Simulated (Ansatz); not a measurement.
# C₆H₁₆F₂N₂Ti: up Jacob's ladder to CCSD(T)

The task here is to estimate one member of a computed series from the others.

The runs use Ansatz 0.2.0, Gaussian basis; functionals in def2-TZVPP, the program's frozen cores in correlated methods.

Levels to be run: LDA (SPW92), PBE-D4, revPBE-D4, BLYP-D4, r2SCAN-D4, B97M-V, PBE0-D4, B3LYP-D4, r2SCANh-D4, r2SCAN0-D4, HSE06-D4, BHLYP-D4, CAM-B3LYP-D4, LC-ωPBE, ωB97X-V, ωB97M-V, B2PLYP, PBE-QIDH; CCSD(T)/def2-SVP; CCSD(T)/def2-TZVPP; MP2/def2-QZVPP; extrapolation to the limit; RPA on PBE.

## The geometry

All runs share one geometry, relaxed beforehand with PBE0-D4 in a triple-zeta def2 set.

SMILES `CC(C)[NH][Ti]([F])([F])[NH]C(C)C`, 27 atoms, charge 0, spin multiplicity 1.

Atoms are counted from 1 here; the program's logs count them from 0.

Bond lengths: C1–C2 1.518 Å, C1–H12 1.092 Å, C1–H13 1.093 Å, C1–H14 1.094 Å, C2–C3 1.521 Å, C2–N4 1.452 Å, C2–H15 1.102 Å, C3–H16 1.093 Å, C3–H17 1.093 Å, C3–H18 1.093 Å, N4–Ti5 1.874 Å, N4–H19 1.015 Å, Ti5–F6 1.774 Å, Ti5–F7 1.774 Å, Ti5–N8 1.874 Å, N8–C9 1.452 Å, N8–H20 1.015 Å, C9–C10 1.518 Å and more. Angles: C2–C1–H12 110.5°, C2–C1–H13 111.1°, C2–C1–H14 110.5°, H12–C1–H13 108.0°, H12–C1–H14 108.4°, H13–C1–H14 108.3°, C1–C2–C3 111.2°, C1–C2–N4 110.2°, C1–C2–H15 107.9°, C3–C2–N4 110.6°, C3–C2–H15 107.9°, N4–C2–H15 108.9°, C2–C3–H16 110.2°, C2–C3–H17 111.2°, C2–C3–H18 110.8°, H16–C3–H17 108.2°, H16–C3–H18 108.6°, H17–C3–H18 107.8° and more.

Set-up of the first run:

The input, in.yaml:

```yaml
crystal:
  periodic: [false, false, false]
  atoms:
    - {symbol: C, position_ang: [-0.664017, -2.075300, -0.588610]}
    - {symbol: C, position_ang: [-1.373269, -1.250106, 0.470142]}
    - {symbol: C, position_ang: [-2.716861, -1.862328, 0.836168]}
    - {symbol: N, position_ang: [-1.543507, 0.116036, 0.009449]}
    - {symbol: Ti, position_ang: [-0.802820, 1.118925, -1.389982]}
    - {symbol: F, position_ang: [-1.479269, 2.740638, -1.143311]}
    - {symbol: F, position_ang: [-1.094301, 0.380759, -2.976608]}
    - {symbol: N, position_ang: [1.064659, 1.114539, -1.230447]}
    - {symbol: C, position_ang: [1.987500, 1.429279, -0.154017]}
    - {symbol: C, position_ang: [1.263322, 2.157988, 0.963795]}
    - {symbol: C, position_ang: [2.680657, 0.175877, 0.364107]}
    - {symbol: H, position_ang: [-0.503932, -3.095775, -0.235050]}
    - {symbol: H, position_ang: [0.310744, -1.646875, -0.833736]}
    - {symbol: H, position_ang: [-1.260978, -2.117484, -1.503835]}
    - {symbol: H, position_ang: [-0.743776, -1.246806, 1.374809]}
    - {symbol: H, position_ang: [-3.365137, -1.904146, -0.042819]}
    - {symbol: H, position_ang: [-3.222807, -1.272823, 1.605719]}
    - {symbol: H, position_ang: [-2.588473, -2.876657, 1.222202]}
    - {symbol: H, position_ang: [-2.156024, 0.648661, 0.619561]}
    - {symbol: H, position_ang: [1.544370, 0.742077, -2.044219]}
    - {symbol: H, position_ang: [2.758008, 2.106010, -0.551438]}
    - {symbol: H, position_ang: [0.779842, 3.064848, 0.593864]}
    - {symbol: H, position_ang: [0.497024, 1.513446, 1.404438]}
    - {symbol: H, position_ang: [1.962565, 2.440024, 1.753249]}
    - {symbol: H, position_ang: [3.190202, -0.355818, -0.443576]}
    - {symbol: H, position_ang: [3.425325, 0.427917, 1.123877]}
    - {symbol: H, position_ang: [1.949150, -0.503404, 0.809867]}
basis:
  gaussian: {orbitals: def2-TZVPP}
hamiltonian: {xc: lda}
output: {orbitals: {seedname: orbitals}}
```

Started as:

```
> ansatz run in.yaml --threads 11 --pin off --events-out ev --progress --plain --max-ram 110592MiB --backend cuda --devices 0, --max-vram 75GiB
```

Steps of the session up to this table: LDA; PBE-D4 (GGA); revPBE-D4 (GGA); BLYP-D4 (GGA); r2SCAN-D4 (meta-GGA); B97M-V (meta-GGA); PBE0-D4 (hybrid); B3LYP-D4 (hybrid); r2SCANh-D4 (hybrid); r2SCAN0-D4 (hybrid); HSE06-D4 (hybrid); BHLYP-D4 (hybrid); CAM-B3LYP-D4 (range-separated); LC-ωPBE (range-separated); ωB97X-V (range-separated); ωB97M-V (range-separated); B2PLYP (double hybrid); PBE-QIDH (double hybrid).

One of the session's tables, all rows but one given; the rest of the session is left out.

It belongs to the step «Frontier levels by functional». 

| functional | HOMO (eV) | LUMO (eV) | gap (eV) |
| --- | --- | --- | --- |
| LDA (SPW92) | -5.57 | -3.07 | 2.50 |
| PBE-D4 | -5.39 | -2.78 | 2.61 |
| revPBE-D4 | -5.30 | -2.67 | 2.63 |
| BLYP-D4 | ? | ? | ? |
| r2SCAN-D4 | -5.63 | -2.65 | 2.98 |
| B97M-V | -5.76 | -2.69 | 3.07 |
| PBE0-D4 | -6.67 | -1.69 | 4.98 |
| B3LYP-D4 | -6.47 | -1.99 | 4.48 |
| r2SCANh-D4 | -6.12 | -2.24 | 3.88 |
| r2SCAN0-D4 | -6.85 | -1.60 | 5.25 |
| HSE06-D4 | -6.27 | -2.07 | 4.20 |
| BHLYP-D4 | -7.91 | -0.48 | 7.44 |
| CAM-B3LYP-D4 | -8.04 | -0.56 | 7.48 |
| LC-ωPBE | -9.31 | 0.66 | 9.97 |
| ωB97X-V | -9.00 | 0.60 | 9.60 |
| ωB97M-V | -8.93 | 0.54 | 9.47 |

Q: Estimate the row for BLYP-D4 from the others.

Worked estimate for «HOMO (eV)». Against the share of exact exchange, B3LYP-D4 (0.2, -6.47), BHLYP-D4 (0.5, -7.91) give a slope of -4.80 per unit share; at 0 the line stands at -5.51.

The run gave: HOMO (eV): -5.28; LUMO (eV): -2.68; gap (eV): 2.60. In «HOMO (eV)» the line misses by -0.23.
